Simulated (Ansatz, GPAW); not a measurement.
LiMgBN$_{2}$: GLLB-SC, run from Python

These are simulated results from GPAW 26.7.0, not measurements. The cell began as a database structure and was relaxed with r2SCAN in plane waves (Ansatz 0.2.0). It may be hypothetical. All runs are without spin polarisation.

Space group I-4m2 (No. 119), tetragonal; a = 3.770 Å, c = 8.857 Å in the conventional setting, 12.59 Å³ an atom. Li has 4 N at 2.08 Å; Mg has 4 N at 2.08 Å; B has 2 N at 1.34 Å; N has 1 B at 1.34 Å and 2 Mg at 2.08 Å and 2 Li at 2.08 Å.

GLLB-SC is a model potential. Its fundamental gap is the Kohn-Sham gap plus a derivative discontinuity, which the script evaluates at the band edges among the listed k points. Its total energy isn't variational and serves nothing here.

The script, run.py:

```python
import json
from ase import Atoms
from gpaw import GPAW, PW, FermiDirac

atoms = Atoms(['Li', 'Mg', 'B', 'N', 'N'],
              cell=[[-1.88510312, 1.88510312, 4.4285208], [1.88510312, -1.88510312, 4.4285208], [1.88510312, 1.88510312, -4.4285208]],
              scaled_positions=[[0.25, 0.75, 0.5], [0.75, 0.25, 0.5], [0.5, 0.5, 0.0], [0.650893941, 0.650893941, 0.0], [0.349106059, 0.349106059, 0.0]],
              pbc=True)
calc = GPAW(mode=PW(400), xc='GLLBSC', kpts={'size': (6, 6, 6), 'gamma': True},
            occupations=FermiDirac(0.02), maxiter=100, legacy_gpaw=True, txt='gpaw.txt')
atoms.calc = calc
res = {'energy': atoms.get_potential_energy(force_consistent=True)}
res['electrons'] = calc.get_number_of_electrons()
res['k'] = calc.get_ibz_k_points().tolist()
res['levels'] = [calc.get_eigenvalues(kpt=i).tolist() for i in range(len(res['k']))]
points = [[0.0, 0.0, 0.0], [0.0, 0.0, 0.5], [0.25, 0.25, 0.25], [0.0, 0.5, 0.0], [0.5, 0.5, -0.5], [0.295299, 0.704701, -0.295299], [-0.295299, 0.295299, 0.295299], [-0.090599, 0.090599, 0.5], [0.5, 0.5, -0.090599]]
bands = calc.fixed_density(kpts=points, symmetry='off', nbands=round(res['electrons']) // 2 + 6, convergence={'bands': -2}, txt='bands.txt')
res['points'] = [bands.get_eigenvalues(kpt=i).tolist() for i in range(len(points))]
homo, lumo = bands.get_homo_lumo()
potential = calc.hamiltonian.xc.response.calculate_discontinuity_potential(homo, lumo)
res['discontinuity'] = bands.hamiltonian.xc.response.calculate_discontinuity(potential)
json.dump(res, open('results.json', 'w'))
print('free energy (eV):', round(res['energy'], 5))
```

Command: `python run.py`. It took 26 s on 1 thread of Arm Neoverse V2, on a shared host, peak memory 0.2 GiB.

The log gpaw.txt, trimmed of paths, versions and times, then the last line on the terminal. An iter line gives the energy in eV and the logarithms of the changes of orbitals (plane waves alone) and density (c: converged):

```
___ ___ ___ _ _ _
 |   |   |_  | | | |

 | | | | | . | | | |

 |__ |  _|___|_____|  26.7.0
 |___|_|

Input parameters:
  kpts: {gamma: True,
         size: (6, 6, 6)}
  maxiter: 100
  mode: {ecut: 400.0,
         name: pw}
  occupations: {fixmagmom: False,
                name: fermi-dirac,
                width: 0.02}
  xc: GLLBSC

System changes: positions, numbers, cell, pbc, initial_charges, initial_magmoms

Initialize ...

species:
  Li:
    name:    Lithium
    Z:       3.0
    valence: 1
    core:    2
    charge:  0.0  # [|e|]
    compensation charges:
      type: gauss
      rc: 0.33  # [Å]
      lmax: 2
    cutoffs:
      filter: 1.91  # [Å]
      core: 2.55  # [Å]
    projectors
    | kind |    occ | energy [eV] | rcut [Å] |

    |------|--------|-------------|----------|

    |   2s |  1.000 |      -4.279 |    1.058 |

    |   2p |  0.000 |      -2.495 |    1.058 |

    |    s |        |      22.932 |    1.058 |

    Using partial waves for Li as LCAO basis

  Mg:
    name:    Magnesium
    Z:       12.0
    valence: 10
    core:    2
    charge:  0.0  # [|e|]
    compensation charges:
      type: gauss
      rc: 0.33  # [Å]
      lmax: 2
    cutoffs:
      filter: 1.86  # [Å]
      core: 0.54  # [Å]
    projectors
    | kind |    occ | energy [eV] | rcut [Å] |

    |------|--------|-------------|----------|

    |   2s |  2.000 |     -81.998 |    1.090 |

    |   3s |  2.000 |      -6.877 |    1.090 |

    |   2p |  6.000 |     -48.239 |    1.085 |

    |   3p |  0.000 |      -3.605 |    1.085 |

    |    d |        |       0.000 |    1.037 |

    Using partial waves for Mg as LCAO basis

  B:
    name:    Boron
    Z:       5.0
    valence: 3
    core:    2
    charge:  0.0  # [|e|]
    compensation charges:
      type: gauss
      rc: 0.20  # [Å]
      lmax: 2
    cutoffs:
      filter: 1.14  # [Å]
      core: 1.38  # [Å]
    projectors
    | kind |    occ | energy [eV] | rcut [Å] |

    |------|--------|-------------|----------|

    |   2s |  2.000 |     -10.319 |    0.635 |

    |   2p |  1.000 |      -4.115 |    0.635 |

    |    s |        |      16.892 |    0.635 |

    |    p |        |      23.096 |    0.635 |

    |    d |        |       0.000 |    0.635 |

    Using partial waves for B as LCAO basis

  N:
    name:    Nitrogen
    Z:       7.0
    valence: 5
    core:    2
    charge:  0.0  # [|e|]
    compensation charges:
      type: gauss
      rc: 0.18  # [Å]
      lmax: 2
    cutoffs:
      filter: 1.11  # [Å]
      core: 0.96  # [Å]
    projectors
    | kind |    occ | energy [eV] | rcut [Å] |

    |------|--------|-------------|----------|

    |   2s |  2.000 |     -22.351 |    0.603 |

    |   2p |  3.000 |     -10.227 |    0.529 |

    |    s |        |       4.860 |    0.603 |

    |    p |        |      16.985 |    0.529 |

    |    d |        |       0.000 |    0.577 |

    Using partial waves for N as LCAO basis

Reference energy: -9255.094044  # eV

Spin-paired calculation

Convergence criteria:
 Maximum [total energy] change in last 3 cyles: 0.0005 eV / valence electron
 Maximum integral of absolute [dens]ity change: 0.0001 electrons / valence electron
 Maximum integral of absolute [eigenst]ate change: 4e-08 eV^2 / valence electron
[... 2 lines left out ...]
 the SCF output indicates the quantity has converged.)

Symmetries present (total): 8

  ( 1  1  1)  ( 1  0  0)  ( 0  1  0)  ( 0  0  1)  ( 0  0 -1)  ( 0 -1  0)
  ( 0  0 -1)  ( 0  1  0)  ( 1  0  0)  (-1 -1 -1)  ( 1  1  1)  (-1  0  0)
  ( 0 -1  0)  ( 0  0  1)  (-1 -1 -1)  ( 0  1  0)  (-1  0  0)  ( 0  0 -1)

  (-1  0  0)  (-1 -1 -1)
  ( 0 -1  0)  ( 0  0  1)
  ( 1  1  1)  ( 1  0  0)

216 k-points: 6 x 6 x 6 Monkhorst-Pack grid + [1/12,1/12,1/12]
30 k-points in the irreducible part of the Brillouin zone
       k-points in crystal coordinates                weights
   0:     0.00000000    0.00000000    0.00000000          1/216
   1:     0.16666667   -0.16666667    0.00000000          4/216
   2:     0.16666667   -0.16666667    0.16666667          4/216
   3:     0.16666667    0.00000000    0.00000000          8/216
   4:     0.16666667    0.16666667   -0.16666667          2/216
   5:     0.33333333   -0.33333333    0.00000000          4/216
   6:     0.33333333   -0.33333333    0.16666667          8/216
   7:     0.33333333   -0.33333333    0.33333333          4/216
   8:     0.33333333   -0.16666667    0.00000000         16/216
   9:     0.33333333   -0.16666667    0.16666667          8/216
          ...
  29:     0.50000000    0.50000000    0.50000000          1/216

Wave functions: Plane wave expansion
  Cutoff energy: 400.000 eV
  Number of coefficients (min, max): 1130, 1162
  Pulay-stress correction: 0.000000 eV/Ang^3 (de/decut=0.000000)
  Using FFTW library
  ScaLapack parameters: grid=1x1, blocksize=None
  Wavefunction extrapolation:
    Improved wavefunction reuse through dual PAW basis

Occupation numbers: Fermi-Dirac:
  width: 0.0200  # eV

Eigensolver
   Davidson(niter=2)

Densities:
  Coarse grid: 24*24*24 grid
  Fine grid: 48*48*48 grid
  Total Charge: 0.000000

Density mixing:
  Method: separate
  Backend: msr1
  Linear mixing parameter: 0.05
  old densities: 10
  Width of damping distribution: 1.1
  Damping of long wavelength oscillations: 20

Hamiltonian:
  XC and Coulomb potentials evaluated on a 48*48*48 grid
  Using the GLLBSC Exchange-Correlation functional
  External potential:
    NoExternalPotential

XC parameters: GLLBSC functional being used consists of
  -----------------------------------------------------------------------
  | Weight | Module     | Description                                   |

  -----------------------------------------------------------------------
  |  1.000 | SCREENING  | GGA_X_PBE_SOL with 2 nearest neighbor stencil |

  |  1.000 | RESPONSE   | eps=0.0500 eV                                 |

  |  1.000 | XC         | GGA_C_PBE_SOL with 2 nearest neighbor stencil |

  -----------------------------------------------------------------------

Memory estimate:
  Process memory now: 114.11 MiB
  Calculator: 28.06 MiB
    Density: 6.99 MiB
      Arrays: 2.74 MiB
      Localized functions: 2.14 MiB
      Mixer: 2.11 MiB
    Hamiltonian: 1.85 MiB
      Arrays: 1.79 MiB
      XC: 0.00 MiB
      Poisson: 0.00 MiB
      vbar: 0.06 MiB
    Wavefunctions: 19.22 MiB
      Arrays psit_nG: 10.11 MiB
      Eigensolver: 0.48 MiB
      Projections: 0.50 MiB
      Projectors: 7.07 MiB
      PW-descriptor: 1.06 MiB

Total number of cores used: 1

Number of atoms: 5
Number of atomic orbitals: 24
Number of bands in calculation: 19
Number of valence electrons: 24
Bands to converge: occupied

... initialized

Initializing position-dependent things.

Density initialized from atomic densities
Creating initial wave functions:
  19 bands from LCAO basis set
Positions:
   0 Li     1.885103    0.000000    2.214260    ( 0.0000,  0.0000,  0.0000)
   1 Mg     0.000000    1.885103    2.214260    ( 0.0000,  0.0000,  0.0000)
   2 B      0.000000    0.000000    4.428521    ( 0.0000,  0.0000,  0.0000)
   3 N     -0.000000    0.000000    5.764995    ( 0.0000,  0.0000,  0.0000)
   4 N      0.000000   -0.000000    3.092047    ( 0.0000,  0.0000,  0.0000)

Unit cell:
           periodic     x           y           z      points  spacing
  1. axis:    yes   -1.885103    1.885103    4.428521    24     0.1445
  2. axis:    yes    1.885103   -1.885103    4.428521    24     0.1445
  3. axis:    yes    1.885103    1.885103   -4.428521    24     0.1111

  Lengths:   5.169045   5.169045   5.169045
  Angles:  137.222889 137.222889  62.095290

Effective grid spacing dv^(1/3) = 0.1657

iter:   1   -35.067506
iter:   2   -36.953550   -0.88  -0.70
iter:   3   -29.368162   -0.09  -0.71
iter:   4   -28.893173   -0.75  -0.85
iter:   5   -29.840309   -1.00  -1.26
iter:   6   -28.682491   -1.75  -1.26
iter:   7   -28.333256   -2.18  -1.75
iter:   8   -28.389095   -3.36  -2.39
iter:   9   -28.380372   -4.48  -2.91
iter:  10   -28.388400c  -5.07  -3.08
iter:  11   -28.388568c  -6.09  -3.86
iter:  12   -28.388631c  -7.12  -4.56c
iter:  13   -28.388471c  -8.43c -4.95c

Converged after 13 iterations.

Energy contributions relative to reference atoms: (reference = -9255.094044)

Kinetic:        +28.211637
Potential:      -20.138843
External:        +0.000000
XC:             -36.236128
Entropy (-ST):   -0.000000
Local:           -0.225138
SIC:             +0.000000
--------------------------
Free energy:    -28.388471
Extrapolated:   -28.388471

GLLBSC response reference energy: 0.31670 eV (from HOMO)

Showing only first 2 kpts
 Kpt  Band  Eigenvalues  Occupancy
  0    10     -0.93927    2.00000
  0    11     -0.93848    2.00000
  0    12      3.66144    0.00000
  0    13      7.48637    0.00000

  1    10     -1.06691    2.00000
  1    11     -0.55811    2.00000
  1    12      4.74682    0.00000
  1    13      8.13801    0.00000

Fermi level: 2.73469

Gap: 3.345 eV
Transition (v -> c):
  (s=0, k=29, n=11, [0.50, 0.50, 0.50]) -> (s=0, k=0, n=12, [0.00, 0.00, 0.00])
Direct/indirect transitions are different
Direct gap: 4.454 eV
Transition at: (s=0, k=14, n=11, [0.33, 0.33, -0.33])

free energy (eV): -28.38847
```

The gap in the log is over the mesh alone; results.json adds the listed points. GLLB-SC gives a gap of 4.88 eV (3.345 eV Kohn-Sham over the listed points plus 1.536 eV discontinuity). On the same cell, plane-wave PBE (Ansatz, 10×10×10 k points and the special points) gives a gap of 2.70 eV and r2SCAN a gap of 2.97 eV; on shared hosts these took about 13 and 39 core-seconds on the 5-atom cell, against 26 for the script. Semilocal gaps usually lie below measured ones.
